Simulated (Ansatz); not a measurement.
# AlGeH5Te: the cost of one run

Method: RKS B3LYP-D4/def2-mTZVP, in Ansatz 0.2.0.

## (1) The structure to begin with

Bond lengths: Ge1–Al2 2.375 Å, Al2–Te3 2.608 Å, Ge1–H4 1.496 Å, Ge1–H5 1.601 Å, Ge1–H6 1.570 Å, Al2–H7 1.626 Å, Te3–H8 1.755 Å. Angles: Ge1–Al2–Te3 119.2°, Ge1–Al2–H7 120.4°, Te3–Al2–H7 120.4°, Al2–Ge1–H4 110.6°, Al2–Ge1–H5 110.5°, Al2–Ge1–H6 112.4°, H4–Ge1–H5 107.4°, H4–Ge1–H6 108.8°, H5–Ge1–H6 107.0°, Al2–Te3–H8 88.9°.

Coordinates:

```xyz
8

Ge   -0.8991    1.1382   -0.0806
Al    0.9679   -0.2995   -0.3783
Te    0.6115   -2.8812   -0.2944
H    -2.1493    0.3409    0.1214
H    -1.1162    2.0505   -1.3785
H    -0.7177    2.1112    1.1382
H     2.4531    0.3199   -0.6124
H     0.9420   -2.8371    1.4289
```

## (2) Relaxing end A

The input, input.yaml:

```yaml
crystal:
  periodic: [false, false, false]
  atoms:
    - { symbol: Ge, position_ang: [-0.8991, 1.1382, -0.0806] }
    - { symbol: Al, position_ang: [0.9679, -0.2995, -0.3783] }
    - { symbol: Te, position_ang: [0.6115, -2.8812, -0.2944] }
    - { symbol: H, position_ang: [-2.1493, 0.3409, 0.1214] }
    - { symbol: H, position_ang: [-1.1162, 2.0505, -1.3785] }
    - { symbol: H, position_ang: [-0.7177, 2.1112, 1.1382] }
    - { symbol: H, position_ang: [2.4531, 0.3199, -0.6124] }
    - { symbol: H, position_ang: [0.942, -2.8371, 1.4289] }
basis:
  gaussian: { orbitals: def2-mTZVP }
hamiltonian:
  xc: b3lyp
  dispersion: d4
relax:
  f_tol: 0.02
  max_steps: 50
```

Started as:

```console
$ ansatz run input.yaml --threads 2 --pin off --max-ram 3072MiB --backend cpu --events-out ev --progress --plain --runs-dir out
```

**Question.** How long does this run take on 2 threads of AMD EPYC 7R43 (Zen 3), shared host, and how much memory does it need?

About 49 s, with a peak of 0.29 GiB.
